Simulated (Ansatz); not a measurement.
**C2H6O2Si: one species, many methods**

Aim: compute C2H6O2Si with functionals from several rungs and with coupled cluster, and see how far each lands from CCSD(T) at the basis-set limit for the atomisation energy.

Program: Ansatz 0.2.0, Gaussian basis. Level of theory: functionals in def2-TZVPP, the program's frozen cores in correlated methods. These are calculated values, not measurements.

Plan: LDA (SPW92), PBE-D4, revPBE-D4, BLYP-D4, r2SCAN-D4, B97M-V, PBE0-D4, B3LYP-D4, r2SCANh-D4, r2SCAN0-D4, HSE06-D4, BHLYP-D4, CAM-B3LYP-D4, LC-ωPBE, ωB97X-V, ωB97M-V, B2PLYP, PBE-QIDH; CCSD(T)/def2-SVP; CCSD(T)/def2-TZVPP; MP2/def2-QZVPP; extrapolation to the limit; RPA on PBE.

## (1) Structure used throughout

The geometry comes from an earlier relaxation with PBE0-D4 in a triple-zeta def2 set; it is a stationary point, not always the lowest conformer.

11 atoms, charge 0, spin multiplicity 1.

Atoms are counted from 1 here; the program's logs count them from 0.

Bond lengths: C1–Si2 1.858 Å, C1–H6 1.092 Å, C1–H7 1.092 Å, C1–H8 1.092 Å, Si2–C3 1.926 Å, Si2–H9 1.486 Å, Si2–H10 1.486 Å, C3–O4 1.204 Å, C3–O5 1.346 Å, O5–H11 0.971 Å. Angles: Si2–C1–H6 110.3°, Si2–C1–H7 110.4°, Si2–C1–H8 111.0°, H6–C1–H7 107.9°, H6–C1–H8 108.6°, H7–C1–H8 108.6°, C1–Si2–C3 107.6°, C1–Si2–H9 112.7°, C1–Si2–H10 112.6°, C3–Si2–H9 107.5°, C3–Si2–H10 107.4°, H9–Si2–H10 108.8°, Si2–C3–O4 124.0°, Si2–C3–O5 113.8°, O4–C3–O5 122.2°, C3–O5–H11 107.1°.

Geometry (Å):

```mol
C2H6O2Si
  3D, bonds by distance, orders not assigned

 11 10  0  0  0  0  0  0  0  0999 V2000
   -1.1154    1.2884    0.3863 C   0  0
    0.5080    0.3893    0.4795 Si  0  0
    0.3697   -1.1813   -0.6259 C   0  0
   -0.6184   -1.4867   -1.2416 O   0  0
    1.4904   -1.9257   -0.6543 O   0  0
   -1.9255    0.6460    0.7370 H   0  0
   -1.3342    1.5709   -0.6454 H   0  0
   -1.0981    2.1925    0.9985 H   0  0
    1.6416    1.1993   -0.0370 H   0  0
    0.8326   -0.0642    1.8569 H   0  0
    1.3146   -2.6853   -1.2335 H   0  0
  1  2  8  0
  2  3  8  0
  3  4  8  0
  3  5  8  0
  1  6  8  0
  1  7  8  0
  1  8  8  0
  2  9  8  0
  2 10  8  0
  5 11  8  0
M  END
```

## (2) LDA

This LDA is Slater exchange with PW92 correlation.

in.yaml

```yaml
crystal:
  periodic: [false, false, false]
  atoms:
    - {symbol: C, position_ang: [-1.115381, 1.288360, 0.386267]}
    - {symbol: Si, position_ang: [0.508040, 0.389285, 0.479546]}
    - {symbol: C, position_ang: [0.369675, -1.181326, -0.625883]}
    - {symbol: O, position_ang: [-0.618389, -1.486715, -1.241625]}
    - {symbol: O, position_ang: [1.490369, -1.925665, -0.654256]}
    - {symbol: H, position_ang: [-1.925523, 0.646049, 0.737040]}
    - {symbol: H, position_ang: [-1.334209, 1.570887, -0.645351]}
    - {symbol: H, position_ang: [-1.098053, 2.192529, 0.998478]}
    - {symbol: H, position_ang: [1.641600, 1.199303, -0.037028]}
    - {symbol: H, position_ang: [0.832609, -0.064240, 1.856865]}
    - {symbol: H, position_ang: [1.314564, -2.685267, -1.233453]}
basis:
  gaussian: {orbitals: def2-TZVPP}
hamiltonian: {xc: lda}
output: {orbitals: {seedname: orbitals}}
```

Further steps of the session: PBE-D4 (GGA); revPBE-D4 (GGA); BLYP-D4 (GGA); r2SCAN-D4 (meta-GGA); B97M-V (meta-GGA); PBE0-D4 (hybrid); B3LYP-D4 (hybrid); r2SCANh-D4 (hybrid); r2SCAN0-D4 (hybrid); HSE06-D4 (hybrid); BHLYP-D4 (hybrid); CAM-B3LYP-D4 (range-separated); LC-ωPBE (range-separated); ωB97X-V (range-separated); ωB97M-V (range-separated); B2PLYP (double hybrid); PBE-QIDH (double hybrid); CCSD(T) in def2-SVP; CCSD(T) in def2-TZVPP; MP2 in def2-QZVPP; RPA on PBE orbitals.

Q: Predict the results of all the runs planned. Wanted: atomisation energy, CCSD(T)/CBS; farthest beyond LDA; mean size of error, GGA; mean size of error, meta-GGA; mean size of error, hybrid; mean size of error, range-separated; mean size of error, double hybrid; gap, smallest and largest; T1 diagnostic.

As calculated:

| quantity | value |
| --- | --- |
| atomisation energy, CCSD(T)/CBS | 4242.4 kJ/mol |
| functionals within 21.2 kJ/mol (0.5 %) | revPBE-D4, BLYP-D4, r2SCAN-D4, B97M-V, PBE0-D4, B3LYP-D4, r2SCANh-D4, HSE06-D4, CAM-B3LYP-D4, LC-ωPBE, ωB97X-V, ωB97M-V |
| farthest beyond LDA | BHLYP-D4 (-157.5 kJ/mol) |
| mean size of error, GGA | 40.0 kJ/mol |
| mean size of error, meta-GGA | 10.3 kJ/mol |
| mean size of error, hybrid | 43.1 kJ/mol |
| mean size of error, range-separated | 14.2 kJ/mol |
| mean size of error, double hybrid | 42.9 kJ/mol |
| gap, smallest and largest | 4.55 eV (LDA (SPW92)), 12.37 eV (LC-ωPBE) |
| T1 diagnostic | 0.0151 |
| triples share of the correlation energy | 3.9 % |

In words: The LDA atomisation energy is off by 650.9 kJ/mol (15 %): it overbinds. PBE-D4 misses by +99.7 kJ/mol. Double hybrids carry the basis error of their MP2 part in triple zeta, and no dispersion term here, so their miss is partly the set-up's. The rungs meta-GGA, range-separated miss on average by less than the doubt on the reference (21.2 kJ/mol), so they tie. Misses under about 21.2 kJ/mol are within the doubt on the reference itself, which lacks core-valence correlation, relativity and higher excitations. Hartree-Fock recovers 71 % of the binding; the rest is correlation. CCSD(T) in def2-SVP is off by -235.7 kJ/mol, so the small basis spoils what the method gains. Orbital gaps span 4.5 to 12.4 eV; exact exchange widens them.
